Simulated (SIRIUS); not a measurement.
# Hf2F (P3m1) in SIRIUS: reference runs

Reference runs on Hf2F: the cell as given.

Everything below comes from runs of SIRIUS 7.10.0. Logs are shortened: lines on timing, memory, paths and dates and some standing lists are left out, and cuts for length are marked. The log counts tension as positive stress, the text compression.

**1. The crystal as given**

The structure is trigonal, space group P3m1 (No. 156). The conventional cell has a = 3.599 Å, b = 3.599 Å, c = 5.015 Å, α = 90.00°, β = 90.00°, γ = 120.00°. Hf (site symmetry 3m) has 2 F at 2.50 to 2.52 Å and 3 Hf at 2.81 Å as nearest neighbours. Hf (site symmetry 3m) has 3 F at 2.17 Å as nearest neighbours. F (site symmetry 3m) has 3 Hf at 2.17 Å as nearest neighbours.

The cell was built by a generator and needn't be a form met in nature.

**2. Single point, PBE**

sirius.json reads:

```json
{
  "control": {
    "processing_unit": "cpu",
    "verbosity": 2,
    "num_bands_to_print": 24,
    "print_forces": true,
    "print_stress": true
  },
  "parameters": {
    "electronic_structure_method": "pseudopotential",
    "xc_functionals": ["XC_GGA_X_PBE", "XC_GGA_C_PBE"],
    "gk_cutoff": 9.2,
    "pw_cutoff": 18.4,
    "ngridk": [9, 9, 6],
    "shiftk": [0, 0, 0],
    "smearing": "fermi_dirac",
    "smearing_width": 0.0018374661,
    "num_bands": 24,
    "num_mag_dims": 0,
    "num_dft_iter": 100,
    "energy_tol": 1e-08,
    "density_tol": 1e-06
  },
  "iterative_solver": {
    "type": "davidson",
    "min_tolerance": 1e-09,
    "tolerance_scale": [0.1, 0.25]
  },
  "mixer": {
    "type": "anderson",
    "beta": 0.7,
    "max_history": 8
  },
  "settings": {
    "tol_ne": 1e-10,
    "pseudo_grid_cutoff": 6.5
  },
  "unit_cell": {
    "lattice_vectors": [
      [6.800318675589, 0.0, 0.0],
      [-3.400159347243, 5.889248735186, 0.0],
      [0.0, 0.0, 9.477166186809]
    ],
    "atom_coordinate_units": "lattice",
    "atom_types": ["Hf", "F"],
    "atom_files": {
      "F": "F.json",
      "Hf": "Hf.json"
    },
    "atoms": {
      "Hf": [
        [0.0, 0.0, 0.13565342],
        [0.66666667, 0.33333333, 0.51178982]
      ],
      "F": [
        [0.0, 0.0, 0.63341191]
      ]
    }
  }
}
```

Potentials or basis: PseudoDojo 0.4.1 PBE standard (scalar relativistic).

Started as:

```sh
> upf_to_json F.upf
> upf_to_json Hf.upf
> OMP_NUM_THREADS=1 sirius.scf --input=sirius.json --output=out.json --task=0
```

Standard output:

```text
[info] SIRIUS version : 7.10.0
[info] number of MPI ranks           : 1
[info] MPI grid                      : 1 1
[info] maximum number of OMP threads : 1
[fft] FFT context for density and potential
[fft] =====================================
[fft]   comm size                             : 1
[fft]   plane wave cutoff                     : 18.4
[fft]   grid size                             : 45 45 60   total : 121500
[fft]   grid limits                           : -22 22   -22 22   -29 30
[fft]   number of G-vectors within the cutoff : 19936
[fft]   local number of G-vectors             : 19936
[fft]   number of G-shells                    : 2020
[fft] FFT context for coarse grid
[fft] =====================================
[fft]   comm size                             : 1
[fft]   plane wave cutoff                     : 18.4
[fft]   grid size                             : 45 45 60   total : 121500
[fft]   grid limits                           : -22 22   -22 22   -29 30
[fft]   number of G-vectors within the cutoff : 19936
[fft]   local number of G-vectors             : 19936
[fft]   number of G-shells                    : 2020
[unit cell] lattice vectors
[unit cell]   a1 :       6.8003186756      0.0000000000      0.0000000000
[unit cell]   a2 :      -3.4001593472      5.8892487352      0.0000000000
[unit cell]   a3 :       0.0000000000      0.0000000000      9.4771661868
[unit cell] reciprocal lattice vectors
[unit cell]   b1 :       0.9239545390      0.5334454026     -0.0000000000
[unit cell]   b2 :       0.0000000000      1.0668908022      0.0000000000
[unit cell]   b3 :       0.0000000000     -0.0000000000      0.6629814423
[unit cell] unit cell volume :       379.54883142 [a.u.^3]
[unit cell] 1/sqrt(omega)    :         0.05132940
[unit cell] MT volume        :         0.00000000 ( 0.00%)
[unit cell] IT volume        :       379.54883142 (100.00%)
[unit cell] number of atom types : 2
[unit cell] type id : 0 symbol : Hf mt_radius :  16.550000 num_atoms : 2
[unit cell] type id : 1 symbol :  F mt_radius :   8.310000 num_atoms : 1
[unit cell] total number of atoms : 3
[unit cell] number of symmetry classes : 3
[unit cell] number of PAW atoms : 0
[unit cell] atom id  type id  class id             position                      vector_field
[unit cell] ------------------------------------------------------------------------------------------
[unit cell]      0        0        0      0.00000   0.00000   0.13565      0.00000   0.00000   0.00000
[unit cell]      1        0        1      0.66667   0.33333   0.51179      0.00000   0.00000   0.00000
[unit cell]      2        1        2      0.00000   0.00000   0.63341      0.00000   0.00000   0.00000
[unit cell] atom id         position (Cartesian, a.u.)
[unit cell] ---------------------------------------------
[unit cell]      0       0.000000    0.000000    1.285610
[unit cell]      1       3.400159    1.963083    4.850317
[unit cell]      2       0.000000    0.000000    6.002950
[unit cell] class id : 0 atom id : 0
[unit cell] class id : 1 atom id : 1
[unit cell] class id : 2 atom id : 2
[unit cell] minimum bond length:     4.091863
[unit cell] total number of pseudo wave-functions: 24
[sym] space group number   : 156
[... 309 lines left out ...]
[diagonalize] ik:    1   -1.818762   -1.806369   -0.678985   -0.676485   -0.673111   -0.651164   -0.645653   -0.645283   -0.542541    0.113143    0.117216    0.122784    0.286358    0.452948    0.469533    0.471395    0.492551    0.515616    0.552179    0.594480    0.643812    0.646553    0.661162    0.683033
[diagonalize] ik:    2   -1.818514   -1.806444   -0.685973   -0.676213   -0.674213   -0.652681   -0.645291   -0.645084   -0.536209    0.109997    0.122159    0.125829    0.316283    0.433865    0.466016    0.468672    0.496569    0.536816    0.537421    0.602143    0.628035    0.646143    0.672105    0.702793
[diagonalize] ik:    3   -1.818227   -1.806534   -0.693969   -0.675433   -0.673770   -0.655798   -0.645326   -0.644481   -0.529730    0.108528    0.127733    0.129482    0.353287    0.414341    0.457197    0.467656    0.501587    0.530962    0.569006    0.607889    0.630953    0.641919    0.684600    0.717615
[diagonalize] ik:    4   -1.818036   -1.806596   -0.698621   -0.676212   -0.671896   -0.657996   -0.645363   -0.644468   -0.525843    0.108384    0.131334    0.132214    0.373793    0.415751    0.452143    0.468205    0.481522    0.549936    0.597146    0.608093    0.640204    0.648495    0.680949    0.687032
[diagonalize] ...
[diagonalize] ik:   57   -1.818072   -1.806589   -0.701249   -0.676637   -0.671477   -0.655144   -0.646299   -0.643094   -0.523804    0.102105    0.116046    0.129270    0.390518    0.424998    0.458710    0.489516    0.494300    0.547735    0.571780    0.610968    0.624282    0.632527    0.655008    0.678332
[diagonalize] ik:   58   -1.817980   -1.806616   -0.703447   -0.677132   -0.671342   -0.655388   -0.646452   -0.642716   -0.522175    0.101928    0.118151    0.130706    0.392503    0.427439    0.476227    0.479001    0.492928    0.546240    0.583830    0.614021    0.619054    0.645617    0.661578    0.673460
[diagonalize] ik:   59   -1.818089   -1.806584   -0.700286   -0.677484   -0.671296   -0.654989   -0.646713   -0.642761   -0.523984    0.105364    0.112887    0.128619    0.395320    0.430533    0.441825    0.492152    0.496322    0.535499    0.563911    0.612822    0.625614    0.645427    0.648241    0.684888
[diagonalize] ik:   60   -1.817948   -1.806625   -0.703209   -0.678947   -0.670888   -0.655391   -0.647303   -0.641850   -0.521362    0.106765    0.115785    0.129604    0.400457    0.438343    0.458752    0.483207    0.491551    0.518006    0.579295    0.609336    0.625356    0.641175    0.693012    0.699343
[diagonalize] ik:   61   -1.817899   -1.806640   -0.703806   -0.680024   -0.670616   -0.655526   -0.647757   -0.641337   -0.520374    0.109650    0.115697    0.128846    0.401605    0.449153    0.476330    0.478060    0.482864    0.493599    0.588084    0.596366    0.628097    0.639963    0.723863    0.724480
[find] Charges and magnetic moments
[find] --------------------------------------------------------------------------------
[find] total charge          : 31.000000
[find] Energy
[find] --------------------------------------------------------------------------------
[find] valence_eval_sum               :     -12.61207966
[find] <rho|V^{XC}>                   :     -24.50398392
[find] <rho|E^{XC}>                   :     -34.09163528
[find] <mag|B^{XC}>                   :       0.00000000
[find] <rho|V^{H}>                    :      53.64939796
[find] one-electron contribution      :     -41.75749371 (Ha),     -83.51498741 (Ry)
[find] hartree contribution           :      26.82469898
[find] xc contribution                :     -34.09163528
[find] ewald contribution             :     -88.40724813
[find] PAW contribution               :       0.00000000
[find] smearing (-TS)                 :      -0.00126328
[find] SCF correction                 :      -0.00000549
[find] Total energy                   :    -137.43168362 (Ha),    -274.86336724 (Ry)
[find] Free energy (E-TS)             :    -137.43294690 (Ha),    -274.86589379 (Ry)
[find] band gap (eV)                  :       0.00000000
[find] Efermi                         :       0.47560334
[find] iteration : 12, RMS : 8.621625401597e-08, energy difference : 3.414044158490e-09
[find] Hartree energy of density residual : 6.503143196266e-12
[find] bands are converged : true
[find] iterative solver converged : true
[find] converged after 13 SCF iterations!
[find] Charges and magnetic moments
[find] --------------------------------------------------------------------------------
[find] total charge          : 31.000000
[find] Energy
[find] --------------------------------------------------------------------------------
[find] valence_eval_sum               :     -12.61207966
[find] <rho|V^{XC}>                   :     -24.50398392
[find] <rho|E^{XC}>                   :     -34.09163528
[find] <mag|B^{XC}>                   :       0.00000000
[find] <rho|V^{H}>                    :      53.64939796
[find] one-electron contribution      :     -41.75749371 (Ha),     -83.51498741 (Ry)
[find] hartree contribution           :      26.82469898
[find] xc contribution                :     -34.09163528
[find] ewald contribution             :     -88.40724813
[find] PAW contribution               :       0.00000000
[find] smearing (-TS)                 :      -0.00126328
[find] SCF correction                 :      -0.00000549
[find] Total energy                   :    -137.43168362 (Ha),    -274.86336724 (Ry)
[find] Free energy (E-TS)             :    -137.43294690 (Ha),    -274.86589379 (Ry)
[find] band gap (eV)                  :       0.00000000
[find] Efermi                         :       0.47560334
[ground_state] === stress tensor components [kbar] ===
[ground_state] === stress_kin ===
[ground_state] -23486.535605   -0.000038    0.000000
[ground_state]    -0.000038-23486.535538    0.000000
[ground_state]     0.000000    0.000000-23454.629688
[ground_state] === stress_har ===
[ground_state] -7970.335683   -0.000013    0.000000
[ground_state]    -0.000013-7970.335661    0.000000
[ground_state]     0.000000    0.000000-4852.694954
[ground_state] === stress_ewald ===
[ground_state] 21669.595270    0.000035   -0.000000
[ground_state]     0.00003521669.595209    0.000000
[ground_state]    -0.000000    0.00000025190.349963
[ground_state] === stress_vloc ===
[ground_state]  9402.297058    0.000015   -0.000000
[ground_state]     0.000015 9402.297031    0.000000
[ground_state]    -0.000000    0.000000 2691.843380
[ground_state] === stress_xc ===
[ground_state] -7130.899666   -0.000011    0.000000
[ground_state]    -0.000011-7130.899646    0.000000
[ground_state]     0.000000    0.000000-7131.303194
[ground_state] === stress_core ===
[ground_state] 13166.689162    0.000021    0.000000
[ground_state]     0.00002113166.689125    0.000000
[ground_state]     0.000000    0.00000013166.009003
[ground_state] === stress_nonloc ===
[ground_state] -5726.255409   -0.000009    0.000000
[ground_state]    -0.000009-5726.255393    0.000000
[ground_state]     0.000000    0.000000-5731.065162
[ground_state] === stress_us_nl ===
[ground_state] -5726.255409   -0.000009    0.000000
[ground_state]    -0.000009-5726.255393    0.000000
[ground_state]     0.000000    0.000000-5731.065162
[ground_state] === stress_total ===
[ground_state]   -75.444872   -0.000000    0.000000
[ground_state]    -0.000000  -75.444872    0.000000
[ground_state]     0.000000    0.000000 -121.490652
[ground_state] ==== total Forces in Ha/bohr =====
[ground_state] atom:    0, force:       0.0000000      0.0000000     -0.0627231
[ground_state] atom:    1, force:      -0.0000000     -0.0000000      0.0510770
[ground_state] atom:    2, force:       0.0000000      0.0000000      0.0116445
[ground_state] ==== ultrasoft contribution from Qij =====
[ground_state] atom:    0, force:       0.0000000      0.0000000      0.0000000
[ground_state] atom:    1, force:       0.0000000      0.0000000      0.0000000
[ground_state] atom:    2, force:       0.0000000      0.0000000      0.0000000
[ground_state] ==== non-local contribution from Beta-projector =====
[ground_state] atom:    0, force:       0.0000000      0.0000000      0.0001442
[ground_state] atom:    1, force:       0.0000000      0.0000000      0.0385717
[ground_state] atom:    2, force:       0.0000000      0.0000000     -0.2507566
[ground_state] ==== contribution from local potential =====
[ground_state] atom:    0, force:      -0.0000000      0.0000000      4.3865623
[ground_state] atom:    1, force:      -0.0000000      0.0000000     -1.0274583
[ground_state] atom:    2, force:      -0.0000000      0.0000000     -3.1607119
[ground_state] ==== contribution from core density =====
[ground_state] atom:    0, force:       0.0000000     -0.0000000     -0.0109120
[ground_state] atom:    1, force:      -0.0000000      0.0000000      0.0186688
[ground_state] atom:    2, force:       0.0000000      0.0000000      0.0058911
[ground_state] ==== Ewald forces from ions =====
[ground_state] atom:    0, force:       0.0000000      0.0000000     -4.4385184
[ground_state] atom:    1, force:      -0.0000000     -0.0000000      1.0212969
[ground_state] atom:    2, force:       0.0000000      0.0000000      3.4172215
[~DFT_ground_state] local op. applied: 49139
[~DFT_ground_state] evp. work count: 8527.06
[~DFT_ground_state] number of iterative solver steps: 2796
```

Wall time 7.7 min (1 thread of Arm Neoverse N1, shared host); peak memory 0.98 GiB.

What came out:

```yaml
Free_energy: -3739.7410 eV
Pressure: 9.1 GPa
Largest_force: 3.225 eV/Å
Band_gap_on_the_k_mesh: none (metal or under the smearing width)
```

Forces on the atoms (eV/Å):
```
Hf   0.000  0.000 -3.225
Hf   0.000  0.000  2.626
F    0.000  0.000  0.599
```

Stress tensor (GPa, compression positive):
```
 7.54  0.00  0.00
 0.00  7.54  0.00
 0.00  0.00 12.15
```

Caveat: an odd number of electrons without spin polarisation forces a metal; a magnetic or distorted state may lie lower. Spin-orbit coupling is left out, which matters for the levels of Hf.
